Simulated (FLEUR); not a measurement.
**Ge3Pd: equation of state with PBE**

Crystal: Ge3Pd.

```
Pd Ge
1.0
     4.14202    0.00000    0.00000
     0.00000    4.14202    0.00000
     0.00000    0.00000    4.14202
Pd Ge
1 3
Direct
  0.00000 0.00000 0.00000
  0.50000 0.50000 0.00000
  0.50000 0.00000 0.50000
  0.00000 0.50000 0.50000
```

The cell comes from a database or a generator and needn't be the stable form of this composition.

```yaml
Program: FLEUR MaX-R8.1 (later development tree)
Task: equation of state
Functional: PBE
Potentials_or_basis: all-electron
Basis: FLAPW
Kmax: 4.3 1/bohr
k_mesh: 7 × 7 × 7
Occupations: fermi-dirac, width 0.05 eV
Spin: no spin polarisation
```

```json
{
 "Equilibrium volume": "17.75 Å³/atom",
 "Bulk modulus": "86 GPa",
 "Pressure derivative of the bulk modulus": "5.1 (rough: it moves with the points fitted)"
}
```

Energy against volume, from the lowest point:
```csv
volume (Å³/atom),energy (meV/atom)
16.700,19.00
17.055,8.00
17.766,0.00
18.476,7.40
18.831,15.72
```
